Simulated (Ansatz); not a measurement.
# Pt2Cl: the cost of one run

Computed with Ansatz 0.2.0 (DFT PBE, scalar-relativistic, plane waves, PAW, unless a step names another level, unless a step's input says otherwise).

## (1) The starting structure

It takes space group P6/mmm (No. 191, hexagonal). Conventional cell: a = 2.800 Å, b = 2.800 Å, c = 7.460 Å, α = 90.00°, β = 90.00°, γ = 120.00°. Pt (site symmetry 6mm) has 1 Cl at 2.46 Å and 7 Pt at 2.55 to 2.80 Å as nearest neighbours. Around Cl (site symmetry 6/mmm) lie 2 Pt at 2.46 Å.

As a file:

```xyz
3
Lattice="2.8000 0.0000 0.0000 -1.4000 2.4249 0.0000 0.0000 0.0000 7.4604" Properties=species:S:1:pos:R:3 pbc="T T T"
Pt    0.0000    0.0000    2.4570
Pt    0.0000    0.0000    5.0034
Cl    0.0000    0.0000    0.0000
```

It came out lowest among 24 distinct ends of the trial cells. At a tolerance of 0.05 Å it has space group P6/mmm (No. 191).

## (2) Tight relaxation for the response runs, on the response runs' mesh and smearing

input.yaml

```yaml
crystal:
  lattice:
    - [2.8000018573, 0.0, 0.0]
    - [-1.4000009286, 2.4248727391, 0.0]
    - [0.0, 0.0, 7.4603747862]
  atoms:
    - { symbol: Pt, position: [0.0, 0.0, 0.329336974] }
    - { symbol: Pt, position: [0.0, 0.0, 0.670663026] }
    - { symbol: Cl, position: [0.0, 0.0, 0.0] }
basis:
  ecutwfc: 420
kpoints:
  mp_grid: { grid: [12, 12, 6] }
hamiltonian:
  xc: pbe
scf:
  occupations: { method: gaussian, width: 0.1 }
output:
  forces: true
  stress: true
  eigenvalues: true
relax:
  adjacent_minimum: "off"
  f_tol: 0.001
  max_steps: 60
  cell: { stress_tol: 0.01 }
```

The run is started by

```console
$ ansatz run input.yaml --threads 3 --pin off --max-ram 7680MiB --backend cpu --events-out ev --progress --plain --runs-dir out
```

**Question.** How long does this run take on 3 threads of Intel Xeon at 2.70GHz, shared host, and how much memory does it need?

About 4.5 s, with a peak of 0.43 GiB.
